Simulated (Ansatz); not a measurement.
# AsH3+ (doublet): wB97M-V, B2PLYP over a scan of the distance As1–H3, 6-31G, part 2 of 3

Ansatz 0.2.0, Gaussian basis; 6-31G, all electrons in the functionals, frozen cores in the correlation of double hybrids and RPA. The steps go on from the part before.

**8. wB97M-V, 2.343 Å**

The input, in.yaml:

```yaml
crystal:
  periodic: [false, false, false]
  atoms:
    - {symbol: As, position_ang: [0.005402, -0.009066, -0.019215]}
    - {symbol: H, position_ang: [1.441514, 0.004697, 0.402907]}
    - {symbol: H, position_ang: [-1.139964, 1.929522, 0.628598]}
    - {symbol: H, position_ang: [-0.703123, -1.260360, 0.396777]}
basis:
  gaussian: {orbitals: 6-31G}
total_charge: 1
magnetization: {spin_polarized: true, initial_magnetization: 1}
hamiltonian: {xc: {name: wB97M-V}}
output: {forces: true, orbitals: {seedname: orbitals}}
```

Started as:

```console
$ ansatz run in.yaml --threads 1 --pin off --events-out ev --progress --plain --max-ram 2393MiB
```

Log:

```text
Functional definition: wB97M-V
  name "wB97M-V"
  cite "Mardirossian & Head-Gordon, J. Chem. Phys. 144, 214110 (2016) doi:10.1063/1.4952647"
  cite "Becke, J. Chem. Phys. 107, 8554 (1997) doi:10.1063/1.475007"
  cite "Vydrov & Van Voorhis, J. Chem. Phys. 133, 244103 (2010) doi:10.1063/1.3521275"
  # Of w^i u^j: cxij and so on, Table III.
  parameter omega = 0.3/bohr
  parameter cx = 0.15
  parameter cx01 = 1.007
  parameter cx10 = 0.259
  parameter css00 = 0.443
  parameter css04 = -1.437
  parameter css10 = -4.535
  parameter css20 = -3.390
  parameter css43 = 4.278
  parameter cos00 = 1.000
  parameter cos10 = 1.358
  parameter cos20 = 2.924
  parameter cos21 = -8.812
  parameter cos60 = -1.390
  parameter cos61 = 9.142
  parameter b = 6.0
  parameter c = 0.01
  gx(w, u) = 1 - cx + cx01*u + cx10*w
  gss(w, u) = css00 + css04*u^4 + css10*w + css20*w^2 + css43*w^4*u^3
  gos(w, u) = cos00 + cos10*w + (cos20 + cos21*u)*w^2 + (cos60 + cos61*u)*w^6
  exchange = spin_sum(e_x_unif_sr(omega)*gx(b97_w, b97_u_x)) + cx*exact_x_sr(omega) + exact_x_lr(omega)
  correlation = spin_sum(e_c_pw_mod_same_spin*gss(b97_w, b97_u_same))
      + integral(e_c_pw_mod_opposite_spin*gos(b97_w_opposite, b97_u_opposite)) + vv10(b, c)
349 factors; integrals over basis functions are off by at most 4.6e-4 eV
98 factors; integrals over basis functions are off by at most 2.1e-5 eV
mean field evaluation 1: about -60863.0940 eV, gradient 7.6e0 eV
mean field evaluation 2: about -60863.7434 eV, gradient 6.5e0 eV
mean field evaluation 4: about -60863.9717 eV, gradient 4.9e-1 eV
mean field evaluation 8: about -60863.9998 eV, gradient 2.2e-1 eV
mean field evaluation 16: about -60864.0122 eV, gradient 7.5e-3 eV
mean field evaluation 32: about -60864.0122 eV, gradient 1.9e-5 eV
mean field -60864.01218633 eV, -2236.7111927384 hartree, gradient 1.9e-5 eV, S^2 0.837895; 2 other end points of the search recorded, 0 dependent functions left out
the calculation of the forces begins
reference -60864.01221649 eV, -2236.7111938467 hartree; 18, 17 occupied and 17, 18 virtual orbitals, 349 factors
Total energy: -60864.01221649 eV, -2236.7111938467 hartree
Atom 0 at     0.005402    -0.009066    -0.019215 Å, force    -1.512067     2.563559    -0.034733 eV/Å
Atom 1 at     1.441514     0.004697     0.402907 Å, force     0.183594    -0.243160     0.314585 eV/Å
Atom 2 at    -1.139964     1.929522     0.628598 Å, force     1.205801    -2.041302    -0.594264 eV/Å
Atom 3 at    -0.703123    -1.260360     0.396777 Å, force     0.122671    -0.279096     0.314411 eV/Å
Dipole moment:    -0.083695     0.140813     0.221849 e Å
```

Wall time 5.5 s (1 thread of Arm Neoverse V2, shared host).

From the report: ⟨S²⟩ of the determinant 0.838 (pure doublet: 0.75).

From 1.497 Å: +225.7 kJ/mol.

**9. wB97M-V, 2.767 Å**

The input, in.yaml:

```yaml
crystal:
  periodic: [false, false, false]
  atoms:
    - {symbol: As, position_ang: [0.008083, -0.013602, -0.020731]}
    - {symbol: H, position_ang: [1.444195, 0.000161, 0.401391]}
    - {symbol: H, position_ang: [-1.344554, 2.275801, 0.744313]}
    - {symbol: H, position_ang: [-0.700442, -1.264896, 0.395261]}
basis:
  gaussian: {orbitals: 6-31G}
total_charge: 1
magnetization: {spin_polarized: true, initial_magnetization: 1}
hamiltonian: {xc: {name: wB97M-V}}
output: {forces: true, orbitals: {seedname: orbitals}}
```

The command is unchanged.

Log:

```text
Functional definition: wB97M-V
  name "wB97M-V"
  cite "Mardirossian & Head-Gordon, J. Chem. Phys. 144, 214110 (2016) doi:10.1063/1.4952647"
  cite "Becke, J. Chem. Phys. 107, 8554 (1997) doi:10.1063/1.475007"
  cite "Vydrov & Van Voorhis, J. Chem. Phys. 133, 244103 (2010) doi:10.1063/1.3521275"
  # Of w^i u^j: cxij and so on, Table III.
  parameter omega = 0.3/bohr
  parameter cx = 0.15
  parameter cx01 = 1.007
  parameter cx10 = 0.259
  parameter css00 = 0.443
  parameter css04 = -1.437
  parameter css10 = -4.535
  parameter css20 = -3.390
  parameter css43 = 4.278
  parameter cos00 = 1.000
  parameter cos10 = 1.358
  parameter cos20 = 2.924
  parameter cos21 = -8.812
  parameter cos60 = -1.390
  parameter cos61 = 9.142
  parameter b = 6.0
  parameter c = 0.01
  gx(w, u) = 1 - cx + cx01*u + cx10*w
  gss(w, u) = css00 + css04*u^4 + css10*w + css20*w^2 + css43*w^4*u^3
  gos(w, u) = cos00 + cos10*w + (cos20 + cos21*u)*w^2 + (cos60 + cos61*u)*w^6
  exchange = spin_sum(e_x_unif_sr(omega)*gx(b97_w, b97_u_x)) + cx*exact_x_sr(omega) + exact_x_lr(omega)
  correlation = spin_sum(e_c_pw_mod_same_spin*gss(b97_w, b97_u_same))
      + integral(e_c_pw_mod_opposite_spin*gos(b97_w_opposite, b97_u_opposite)) + vv10(b, c)
348 factors; integrals over basis functions are off by at most 4.7e-4 eV
98 factors; integrals over basis functions are off by at most 2.6e-5 eV
mean field evaluation 1: about -60860.9099 eV, gradient 9.5e0 eV
mean field evaluation 2: about -60861.8728 eV, gradient 1.2e1 eV
mean field evaluation 4: about -60863.0166 eV, gradient 1.4e0 eV
mean field evaluation 8: about -60863.3640 eV, gradient 2.4e-1 eV
mean field evaluation 16: about -60863.3645 eV, gradient 5.2e-4 eV
mean field evaluation 32: about -60863.0046 eV, gradient 1.5e-5 eV
mean field -60863.36448859 eV, -2236.6873902857 hartree, gradient 2.6e-5 eV, S^2 1.004146; 2 other end points of the search recorded, 0 dependent functions left out
the calculation of the forces begins
reference -60863.36451915 eV, -2236.6873914086 hartree; 18, 17 occupied and 17, 18 virtual orbitals, 348 factors
Total energy: -60863.36451915 eV, -2236.6873914086 hartree
Atom 0 at     0.008083    -0.013602    -0.020731 Å, force    -1.067140     1.813342    -0.873380 eV/Å
Atom 1 at     1.444195     0.000161     0.401391 Å, force     0.338145    -0.511496     0.519548 eV/Å
Atom 2 at    -1.344554     2.275801     0.744313 Å, force     0.447104    -0.757168    -0.165556 eV/Å
Atom 3 at    -0.700442    -1.264896     0.395261 Å, force     0.281891    -0.544678     0.519387 eV/Å
Dipole moment:    -0.060685     0.101690     0.245295 e Å
```

Run time: 7.5 s. Hardware: 1 thread of Arm Neoverse V2, shared host.

From the report: ⟨S²⟩ of the determinant 1.004 (pure doublet: 0.75).

From 1.497 Å: +288.2 kJ/mol.

**10. wB97M-V, 3.246 Å**

The input, in.yaml:

```yaml
crystal:
  periodic: [false, false, false]
  atoms:
    - {symbol: As, position_ang: [0.011111, -0.018727, -0.022444]}
    - {symbol: H, position_ang: [1.447223, -0.004964, 0.399678]}
    - {symbol: H, position_ang: [-1.575684, 2.666999, 0.875039]}
    - {symbol: H, position_ang: [-0.697414, -1.270021, 0.393548]}
basis:
  gaussian: {orbitals: 6-31G}
total_charge: 1
magnetization: {spin_polarized: true, initial_magnetization: 1}
hamiltonian: {xc: {name: wB97M-V}}
output: {orbitals: {seedname: orbitals}}
```

The command is unchanged.

Log, shortened:

```text
Functional definition: wB97M-V
  name "wB97M-V"
  cite "Mardirossian & Head-Gordon, J. Chem. Phys. 144, 214110 (2016) doi:10.1063/1.4952647"
  cite "Becke, J. Chem. Phys. 107, 8554 (1997) doi:10.1063/1.475007"
  cite "Vydrov & Van Voorhis, J. Chem. Phys. 133, 244103 (2010) doi:10.1063/1.3521275"
  # Of w^i u^j: cxij and so on, Table III.
[...]
  gx(w, u) = 1 - cx + cx01*u + cx10*w
[...]
349 factors; integrals over basis functions are off by at most 4.7e-4 eV
98 factors; integrals over basis functions are off by at most 3.2e-5 eV
[...]
mean field -60863.08974733 eV, -2236.6772937303 hartree, gradient 3.3e-5 eV, S^2 0.994944; 2 other end points of the search recorded, 0 dependent functions left out
reference -60863.08977865 eV, -2236.6772948813 hartree; 18, 17 occupied and 17, 18 virtual orbitals, 349 factors
Total energy: -60863.08977865 eV, -2236.6772948813 hartree
```

It took 10 s on 1 thread of Arm Neoverse V2, shared host.

From the report: ⟨S²⟩ of the determinant 0.995 (pure doublet: 0.75).

From 1.497 Å: +314.7 kJ/mol.

**11. wB97M-V, 4.068 Å**

The input, in.yaml:

```yaml
crystal:
  periodic: [false, false, false]
  atoms:
    - {symbol: As, position_ang: [0.016307, -0.027522, -0.025383]}
    - {symbol: H, position_ang: [1.452419, -0.013759, 0.396739]}
    - {symbol: H, position_ang: [-1.972319, 3.338323, 1.099374]}
    - {symbol: H, position_ang: [-0.692218, -1.278816, 0.390609]}
basis:
  gaussian: {orbitals: 6-31G}
total_charge: 1
magnetization: {spin_polarized: true, initial_magnetization: 1}
hamiltonian: {xc: {name: wB97M-V}}
output: {forces: true, orbitals: {seedname: orbitals}}
```

Same command.

Log:

```text
Functional definition: wB97M-V
  name "wB97M-V"
  cite "Mardirossian & Head-Gordon, J. Chem. Phys. 144, 214110 (2016) doi:10.1063/1.4952647"
  cite "Becke, J. Chem. Phys. 107, 8554 (1997) doi:10.1063/1.475007"
  cite "Vydrov & Van Voorhis, J. Chem. Phys. 133, 244103 (2010) doi:10.1063/1.3521275"
  # Of w^i u^j: cxij and so on, Table III.
  parameter omega = 0.3/bohr
  parameter cx = 0.15
  parameter cx01 = 1.007
  parameter cx10 = 0.259
  parameter css00 = 0.443
  parameter css04 = -1.437
  parameter css10 = -4.535
  parameter css20 = -3.390
  parameter css43 = 4.278
  parameter cos00 = 1.000
  parameter cos10 = 1.358
  parameter cos20 = 2.924
  parameter cos21 = -8.812
  parameter cos60 = -1.390
  parameter cos61 = 9.142
  parameter b = 6.0
  parameter c = 0.01
  gx(w, u) = 1 - cx + cx01*u + cx10*w
  gss(w, u) = css00 + css04*u^4 + css10*w + css20*w^2 + css43*w^4*u^3
  gos(w, u) = cos00 + cos10*w + (cos20 + cos21*u)*w^2 + (cos60 + cos61*u)*w^6
  exchange = spin_sum(e_x_unif_sr(omega)*gx(b97_w, b97_u_x)) + cx*exact_x_sr(omega) + exact_x_lr(omega)
  correlation = spin_sum(e_c_pw_mod_same_spin*gss(b97_w, b97_u_same))
      + integral(e_c_pw_mod_opposite_spin*gos(b97_w_opposite, b97_u_opposite)) + vv10(b, c)
347 factors; integrals over basis functions are off by at most 4.7e-4 eV
98 factors; integrals over basis functions are off by at most 3.7e-5 eV
mean field evaluation 1: about -60858.4551 eV, gradient 9.8e0 eV
mean field evaluation 2: about -60845.9676 eV, gradient 2.7e1 eV
mean field evaluation 4: about -60860.7920 eV, gradient 8.9e0 eV
mean field evaluation 8: about -60862.1233 eV, gradient 4.0e0 eV
mean field evaluation 16: about -60862.9350 eV, gradient 2.4e-4 eV
mean field evaluation 32: about -60861.7914 eV, gradient 6.9e0 eV
mean field -60862.93501448 eV, -2236.6716074030 hartree, gradient 1.6e-5 eV, S^2 0.918698; 4 other end points of the search recorded, 0 dependent functions left out
the calculation of the forces begins
reference -60862.93504794 eV, -2236.6716086327 hartree; 18, 17 occupied and 17, 18 virtual orbitals, 347 factors
Total energy: -60862.93504794 eV, -2236.6716086327 hartree
Atom 0 at     0.016307    -0.027522    -0.025383 Å, force    -0.975013     1.658328    -1.114127 eV/Å
Atom 1 at     1.452419    -0.013759     0.396739 Å, force     0.494023    -0.774485     0.564520 eV/Å
Atom 2 at    -1.972319     3.338323     1.099374 Å, force     0.044522    -0.075407    -0.014748 eV/Å
Atom 3 at    -0.692218    -1.278816     0.390609 Å, force     0.436468    -0.808436     0.564355 eV/Å
Dipole moment:     0.134338    -0.228555     0.167642 e Å
```

Run time: 7.5 s. Hardware: 1 thread of Arm Neoverse V2, shared host.

From the report: ⟨S²⟩ of the determinant 0.919 (pure doublet: 0.75).

From 1.497 Å: +329.6 kJ/mol.

**12. wB97M-V, 5.137 Å**

The input, in.yaml:

```yaml
crystal:
  periodic: [false, false, false]
  atoms:
    - {symbol: As, position_ang: [0.023065, -0.038960, -0.029205]}
    - {symbol: H, position_ang: [1.459177, -0.025197, 0.392917]}
    - {symbol: H, position_ang: [-2.488138, 4.211371, 1.391118]}
    - {symbol: H, position_ang: [-0.685460, -1.290254, 0.386787]}
basis:
  gaussian: {orbitals: 6-31G}
total_charge: 1
magnetization: {spin_polarized: true, initial_magnetization: 1}
hamiltonian: {xc: {name: wB97M-V}}
output: {orbitals: {seedname: orbitals}}
```

The command is unchanged.

Log, shortened:

```text
Functional definition: wB97M-V
  name "wB97M-V"
  cite "Mardirossian & Head-Gordon, J. Chem. Phys. 144, 214110 (2016) doi:10.1063/1.4952647"
  cite "Becke, J. Chem. Phys. 107, 8554 (1997) doi:10.1063/1.475007"
  cite "Vydrov & Van Voorhis, J. Chem. Phys. 133, 244103 (2010) doi:10.1063/1.3521275"
  # Of w^i u^j: cxij and so on, Table III.
[...]
  gx(w, u) = 1 - cx + cx01*u + cx10*w
[...]
346 factors; integrals over basis functions are off by at most 4.8e-4 eV
98 factors; integrals over basis functions are off by at most 4.2e-5 eV
[...]
mean field -60862.89141517 eV, -2236.6700051579 hartree, gradient 8.3e-6 eV, S^2 0.880043; 4 other end points of the search recorded, 0 dependent functions left out
reference -60862.89145074 eV, -2236.6700064651 hartree; 18, 17 occupied and 17, 18 virtual orbitals, 346 factors
Total energy: -60862.89145074 eV, -2236.6700064651 hartree
```

Run time: 9.5 s. Hardware: 1 thread of Arm Neoverse V2, shared host.

From the report: ⟨S²⟩ of the determinant 0.880 (pure doublet: 0.75).

From 1.497 Å: +333.8 kJ/mol.

**13. B2PLYP, 1.226 Å**

The input, in.yaml:

```yaml
crystal:
  periodic: [false, false, false]
  atoms:
    - {symbol: As, position_ang: [-0.001659, 0.002886, -0.015221]}
    - {symbol: H, position_ang: [1.434453, 0.016648, 0.406901]}
    - {symbol: H, position_ang: [-0.600983, 1.017273, 0.323754]}
    - {symbol: H, position_ang: [-0.710184, -1.248408, 0.400771]}
basis:
  gaussian: {orbitals: 6-31G}
total_charge: 1
magnetization: {spin_polarized: true, initial_magnetization: 1}
hamiltonian: {xc: {name: B2PLYP}}
correlation: {electrons: outside_noble_gas}
```

Launched as before.

Log, shortened:

```text
Functional definition: B2PLYP
  name "B2PLYP"
  cite "Grimme, J. Chem. Phys. 124, 034108 (2006) doi:10.1063/1.2148954"
  cite "Becke, Phys. Rev. A 38, 3098 (1988) doi:10.1103/PhysRevA.38.3098"
  cite "Lee, Yang & Parr, Phys. Rev. B 37, 785 (1988) doi:10.1103/PhysRevB.37.785"
[...]
346 factors; integrals over basis functions are off by at most 6.0e-4 eV
[...]
mean field -60856.54505131 eV, -2236.4367805880 hartree, gradient 5.9e-6 eV, S^2 0.751835; 0 other end points of the search recorded, 0 dependent functions left out
14 core orbitals not correlated: weight in the atoms' cores, before any rotation towards them, 0.997 or more for the frozen orbitals, at most 0.001 for the correlated occupied ones
reference -60856.54515709 eV, -2236.4367844752 hartree; 4, 3 occupied and 17, 18 virtual orbitals, 346 factors
second order -1.70275475 eV of doubles, -0.00000000 eV of singles
Total energy: -60857.00490087 eV, -2236.4536797476 hartree
```

Wall time 0.93 s (1 thread of Arm Neoverse V2, shared host).

From the report: ⟨S²⟩ of the determinant 0.752 (pure doublet: 0.75).

**14. B2PLYP, 1.340 Å**

The input, in.yaml:

```yaml
crystal:
  periodic: [false, false, false]
  atoms:
    - {symbol: As, position_ang: [-0.000938, 0.001666, -0.015629]}
    - {symbol: H, position_ang: [1.435174, 0.015427, 0.406493]}
    - {symbol: H, position_ang: [-0.655990, 1.110377, 0.354866]}
    - {symbol: H, position_ang: [-0.709464, -1.249627, 0.400363]}
basis:
  gaussian: {orbitals: 6-31G}
total_charge: 1
magnetization: {spin_polarized: true, initial_magnetization: 1}
hamiltonian: {xc: {name: B2PLYP}}
correlation: {electrons: outside_noble_gas}
```

Same command.

Log, shortened:

```text
Functional definition: B2PLYP
  name "B2PLYP"
  cite "Grimme, J. Chem. Phys. 124, 034108 (2006) doi:10.1063/1.2148954"
  cite "Becke, Phys. Rev. A 38, 3098 (1988) doi:10.1103/PhysRevA.38.3098"
  cite "Lee, Yang & Parr, Phys. Rev. B 37, 785 (1988) doi:10.1103/PhysRevB.37.785"
[...]
346 factors; integrals over basis functions are off by at most 5.0e-4 eV
[...]
mean field -60857.35579310 eV, -2236.4665747992 hartree, gradient 8.1e-6 eV, S^2 0.751728; 0 other end points of the search recorded, 0 dependent functions left out
14 core orbitals not correlated: weight in the atoms' cores, before any rotation towards them, 0.998 or more for the frozen orbitals, at most 0.001 for the correlated occupied ones
reference -60857.35589792 eV, -2236.4665786513 hartree; 4, 3 occupied and 17, 18 virtual orbitals, 346 factors
second order -1.74182277 eV of doubles, -0.00000000 eV of singles
Total energy: -60857.82619007 eV, -2236.4838615690 hartree
```

Wall time 0.93 s (1 thread of Arm Neoverse V2, shared host).

From the report: ⟨S²⟩ of the determinant 0.752 (pure doublet: 0.75).

[end of part 2 of 3]
